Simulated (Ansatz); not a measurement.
**CH8FNSi2: up Jacob's ladder to CCSD(T)**

Aim: compute CH8FNSi2 with functionals from several rungs and with coupled cluster, and see how far each lands from CCSD(T) at the basis-set limit for the atomisation energy.

Computed with Ansatz 0.2.0, Gaussian basis. Level: functionals in def2-TZVPP, the program's frozen cores in correlated methods.

The runs, in order: PBE-D4, r2SCAN-D4, PBE0-D4, B3LYP-D4, ωB97X-V, ωB97M-V, B2PLYP; CCSD(T)/def2-TZVPP; MP2/def2-QZVPP; extrapolation to the limit.

## (1) Structure used throughout

The geometry comes from an earlier relaxation with PBE0-D4 in a triple-zeta def2 set; it is a stationary point, not always the lowest conformer.

SMILES `N[SiH2]C(F)[SiH3]`, 13 atoms, charge 0, spin multiplicity 1.

Atoms are counted from 1 here; the program's logs count them from 0.

Bond lengths: N1–Si2 1.712 Å, N1–H6 1.007 Å, N1–H7 1.007 Å, Si2–C3 1.898 Å, Si2–H8 1.488 Å, Si2–H9 1.485 Å, C3–F4 1.412 Å, C3–Si5 1.891 Å, C3–H10 1.100 Å, Si5–H11 1.486 Å, Si5–H12 1.485 Å, Si5–H13 1.488 Å. Angles: Si2–N1–H6 121.2°, Si2–N1–H7 120.1°, H6–N1–H7 111.2°, N1–Si2–C3 116.0°, N1–Si2–H8 108.7°, N1–Si2–H9 107.8°, C3–Si2–H8 105.7°, C3–Si2–H9 107.0°, H8–Si2–H9 111.7°, Si2–C3–F4 108.6°, Si2–C3–Si5 115.4°, Si2–C3–H10 108.1°, F4–C3–Si5 108.6°, F4–C3–H10 107.4°, Si5–C3–H10 108.3°, C3–Si5–H11 110.3°, C3–Si5–H12 110.7°, C3–Si5–H13 108.0° and more.

## (2) PBE-D4 (GGA)

in.yaml

```yaml
crystal:
  periodic: [false, false, false]
  atoms:
    - {symbol: N, position_ang: [-1.479741, 1.535143, 0.139709]}
    - {symbol: Si, position_ang: [-0.452089, 0.611145, 1.149575]}
    - {symbol: C, position_ang: [1.017901, -0.229283, 0.293074]}
    - {symbol: F, position_ang: [1.889807, 0.770454, -0.189735]}
    - {symbol: Si, position_ang: [0.572861, -1.384605, -1.136605]}
    - {symbol: H, position_ang: [-2.109611, 1.091630, -0.508376]}
    - {symbol: H, position_ang: [-1.179272, 2.433827, -0.200800]}
    - {symbol: H, position_ang: [-1.246744, -0.488742, 1.759654]}
    - {symbol: H, position_ang: [0.107600, 1.521523, 2.180278]}
    - {symbol: H, position_ang: [1.567996, -0.809330, 1.048389]}
    - {symbol: H, position_ang: [-0.202204, -0.649960, -2.170039]}
    - {symbol: H, position_ang: [1.799013, -1.948616, -1.756752]}
    - {symbol: H, position_ang: [-0.265015, -2.487987, -0.593573]}
basis:
  gaussian: {orbitals: def2-TZVPP}
hamiltonian: {xc: pbe, dispersion: d4}
output: {forces: true, orbitals: {seedname: orbitals}}
```

The run is started by

```bash
> ansatz run in.yaml --threads 4 --pin off --events-out ev --progress --plain --max-ram 10444MiB
```

After this run come: r2SCAN-D4 (meta-GGA); PBE0-D4 (hybrid); B3LYP-D4 (hybrid); ωB97X-V (range-separated); ωB97M-V (range-separated); B2PLYP (double hybrid); CCSD(T) in def2-TZVPP; MP2 in def2-QZVPP.

Before running them: what should the planned runs give, taken together? Wanted: atomisation energy, CCSD(T)/CBS; farthest; mean size of error, hybrid; mean size of error, range-separated; gap, smallest and largest; T1 diagnostic; triples share of the correlation energy.

**Answer**, as computed:

```
                               quantity                                 value
        atomisation energy, CCSD(T)/CBS                       1032.2 kcal/mol
functionals within 5.2 kcal/mol (0.5 %)          r2SCAN-D4, B3LYP-D4, ωB97M-V
                               farthest               B2PLYP (-14.3 kcal/mol)
             mean size of error, hybrid                          4.6 kcal/mol
    mean size of error, range-separated                          4.7 kcal/mol
              gap, smallest and largest  5.48 eV (PBE-D4), 12.03 eV (ωB97X-V)
                          T1 diagnostic                                0.0117
triples share of the correlation energy                                 3.4 %
```

PBE-D4 is off by +5.5 kcal/mol. Double hybrids carry the basis error of their MP2 part in triple zeta, and no dispersion term here, so their miss is partly the set-up's. The reference freezes the cores and leaves out relativity and excitations past (T), so misses under about 5.2 kcal/mol can't be ranked. Hartree-Fock recovers 72 % of the binding; the rest is correlation. Orbital gaps span 5.5 to 12.0 eV; exact exchange widens them.
